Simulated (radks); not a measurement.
# Te⁺ in [Kr] 4d10 5s2 5p3: an all-electron calculation

One table from this session's results is given with a row withheld; the runs are named, their logs left out.

Program: radks (a radial shooting solver on a logarithmic mesh, Libxc functionals) version 1. Level of theory: Dirac Kohn-Sham, BLYP, spin-unpolarised, spherical densities, finite nucleus; open shells are shared between the two j in proportion to 2j + 1. These are calculated values, not measurements, unless marked.

**What is computed**

| Item | Value |
| --- | --- |
| element | tellurium (Z = 52) |
| charge | +1 |
| electrons | 51 |
| configuration | [Kr] 4d10 5s2 5p3 |
| nuclear rms radius | 4.7423 fm |

Outer shells as boxes (Hund's rule):

Te⁺
```
[Kr] core
4d [↑↓][↑↓][↑↓][↑↓][↑↓]
5s [↑↓]
5p [↑ ][↑ ][↑ ]
```

The first run:

Settings of this run:

```text
Z 52
configuration [Kr] 4d10 5s2 5p3
relativity Dirac
functional b88,lyp
spin unpolarised
j_filling average
nucleus finite rms 4.7423 fm
c 137.035999084
```

Launch:

```sh
> python run_ks.py task.json out
```

All runs below come from this command, one after another.

One table of the session follows, with a row left open; its other results are not shown here.

It belongs to the step «Radial structure». From the orbitals of this run (lengths in bohr):

```
level      <r>  outermost maximum (interpolated)  90 % within  nodes
1s1/2  0.02781                            0.0179       0.0500      0
2s1/2   0.1194                             0.101        0.185      1
2p1/2   0.1008                            0.0779        0.165      0
2p3/2   0.1064                            0.0826        0.173      0
3s1/2   0.3219                             0.293        0.474      2
3p1/2   0.3123                             0.279        0.470      1
3p3/2   0.3237                             0.290        0.486      1
3d3/2        ?                                 ?            ?      ?
3d5/2   0.2983                             0.239        0.469      0
4s1/2   0.7645                             0.701         1.10      3
4p1/2   0.8014                             0.721         1.17      2
4p3/2   0.8302                             0.746         1.22      2
4d3/2   0.9642                             0.806         1.48      1
4d5/2   0.9764                             0.814         1.50      1
5s1/2    2.030                              1.77         2.96      4
5p1/2    2.421                              2.04         3.60      3
5p3/2    2.523                              2.13         3.76      3
```

Estimate the missing values for 3d3/2.

As computed: <r>: 0.2947; outermost maximum (interpolated): 0.236; 90 % within: 0.464; nodes: 0. In the column «<r>» it lies between 2s1/2 (0.1194) and 3d5/2 (0.2983).

Caveats from the session: Spin polarisation and multiplet splitting are left out.
